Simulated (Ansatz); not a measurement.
**AlH8NO2Si2: small, medium and large basis sets**

One table from this session's results is given with a row withheld; the runs are named, their logs left out.

Method: one geometry, several basis sets; program: Ansatz 0.2.0, Gaussian basis.

The runs, in order: PBE0-D4/def2-SVP; ωB97M-V/def2-SVP; PBE0-D4/def2-QZVPP; ωB97M-V/def2-QZVPP; the functionals' def2-TZVPP values are taken from earlier runs.

### Structure used throughout

All runs share one geometry, relaxed beforehand with PBE0-D4 in a triple-zeta def2 set.

SMILES `[NH2][Al]([O][SiH3])[O][SiH3]`, 14 atoms, charge 0, spin multiplicity 1.

Atoms are counted from 1 here; the program's logs count them from 0.

Bond lengths: N1–Al2 1.752 Å, N1–H7 1.006 Å, N1–H8 1.006 Å, Al2–O3 1.679 Å, Al2–O5 1.679 Å, O3–Si4 1.622 Å, Si4–H9 1.487 Å, Si4–H10 1.489 Å, Si4–H11 1.488 Å, O5–Si6 1.622 Å, Si6–H12 1.488 Å, Si6–H13 1.487 Å, Si6–H14 1.489 Å. Angles: Al2–N1–H7 124.5°, Al2–N1–H8 124.6°, H7–N1–H8 110.9°, N1–Al2–O3 119.7°, N1–Al2–O5 119.7°, O3–Al2–O5 120.6°, Al2–O3–Si4 162.7°, O3–Si4–H9 109.9°, O3–Si4–H10 110.9°, O3–Si4–H11 109.9°, H9–Si4–H10 108.6°, H9–Si4–H11 108.7°, H10–Si4–H11 108.6°, Al2–O5–Si6 162.8°, O5–Si6–H12 110.0°, O5–Si6–H13 109.9°, O5–Si6–H14 110.9°, H12–Si6–H13 108.7° and more.

Set-up of the first run:

Input file in.yaml:

```yaml
crystal:
  periodic: [false, false, false]
  atoms:
    - {symbol: N, position_ang: [-0.960350, -1.279464, -2.208282]}
    - {symbol: Al, position_ang: [-0.345653, -0.458687, -0.787960]}
    - {symbol: O, position_ang: [-0.131420, -1.315048, 0.639927]}
    - {symbol: Si, position_ang: [0.231292, -1.704960, 2.171993]}
    - {symbol: O, position_ang: [0.024666, 1.176739, -0.866435]}
    - {symbol: Si, position_ang: [0.500606, 2.677776, -0.477663]}
    - {symbol: H, position_ang: [-1.204281, -2.254584, -2.241923]}
    - {symbol: H, position_ang: [-1.117343, -0.839051, -3.098694]}
    - {symbol: H, position_ang: [-0.972574, -2.248893, 2.855497]}
    - {symbol: H, position_ang: [0.707831, -0.512655, 2.925299]}
    - {symbol: H, position_ang: [1.300860, -2.738534, 2.192877]}
    - {symbol: H, position_ang: [1.735200, 3.030007, -1.228988]}
    - {symbol: H, position_ang: [-0.566147, 3.653719, -0.826606]}
    - {symbol: H, position_ang: [0.784512, 2.784438, 0.979757]}
basis:
  gaussian: {orbitals: def2-SVP}
hamiltonian: {xc: pbe0, dispersion: d4}
output: {orbitals: {seedname: orbitals}}
```

Launch:

```bash
$ ansatz run in.yaml --threads 4 --pin off --events-out ev --progress --plain --max-ram 11315MiB
```

Steps of the session up to this table: PBE0-D4 in def2-SVP; ωB97M-V in def2-SVP; PBE0-D4 in def2-QZVPP; ωB97M-V in def2-QZVPP.

One of the session's tables, all rows but one given; the rest of the session is left out.

It belongs to the step «Functionals by basis». 

```
functional       basis  HOMO (eV)
   PBE0-D4    def2-SVP      -7.36
   PBE0-D4  def2-TZVPP      -7.61
   PBE0-D4  def2-QZVPP      -7.65
   ωB97M-V    def2-SVP          ?
   ωB97M-V  def2-TZVPP     -10.02
   ωB97M-V  def2-QZVPP     -10.07
```

Q: Estimate the row for ωB97M-V, def2-SVP from the others.

**Answer.** HOMO (eV): -9.75. In the column «HOMO (eV)» it lies between ωB97M-V, def2-TZVPP (-10.02) and PBE0-D4, def2-QZVPP (-7.65).
